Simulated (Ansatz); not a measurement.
# ZrB2: the cost of one run

Program: Ansatz 0.2.0. Level of theory: DFT PBE, scalar-relativistic, plane waves, PAW, unless a step names another level. These are calculated values, not measurements.

2 further runs of the same task are left out: 2 set aside as unsound or not needed. Runs told in other sessions of the task aren't counted.

## 1. The system as given

The structure is hexagonal, space group P6/mmm (No. 191). Conventional cell: a = 3.171 Å, b = 3.171 Å, c = 3.543 Å, α = 90.00°, β = 90.00°, γ = 120.00°. Around Zr (site symmetry 6/mmm) lie 12 B at 2.55 Å. Around B (site symmetry -6m2) lie 3 B at 1.83 Å and 6 Zr at 2.55 Å.

As a file:

```
Zr B
1.0
     3.17071    0.00000    0.00000
    -1.58536    2.74592    0.00000
     0.00000    0.00000    3.54313
Zr B
1 2
Cartesian
  0.0000 0.0000 1.7716
  0.0000 1.8306 0.0000
  1.5854 0.9153 0.0000
```

It came out lowest among 19 distinct ends of the trial cells. At a tolerance of 0.05 Å it has space group P6/mmm (No. 191).

## 2. Tight relaxation for the response runs, on the response runs' mesh and smearing

Contents of input.yaml:

```yaml
crystal:
  lattice:
    - [3.1707138939, 0.0, 0.0]
    - [-1.5853569469, 2.7459187802, 0.0]
    - [0.0, 0.0, 3.5431266551]
  atoms:
    - { symbol: Zr, position: [0.0, 0.0, 0.5] }
    - { symbol: B, position: [0.3333333333, 0.6666666667, 0.0] }
    - { symbol: B, position: [0.6666666667, 0.3333333333, 0.0] }
basis:
  ecutwfc: 420
kpoints:
  mp_grid: { grid: [12, 12, 10] }
hamiltonian:
  xc: pbe
scf:
  occupations: { method: gaussian, width: 0.1 }
output:
  forces: true
  stress: true
  eigenvalues: true
relax:
  adjacent_minimum: "off"
  f_tol: 0.001
  max_steps: 60
  cell: { stress_tol: 0.01 }
```

The run is started by

```sh
ansatz run input.yaml --threads 3 --pin off --max-ram 7680MiB --backend cpu --events-out ev --progress --plain --runs-dir out
```

What time and memory should one allow on 3 threads of Arm Neoverse V2, shared host?

About 2.4 s, with a peak of 0.35 GiB.
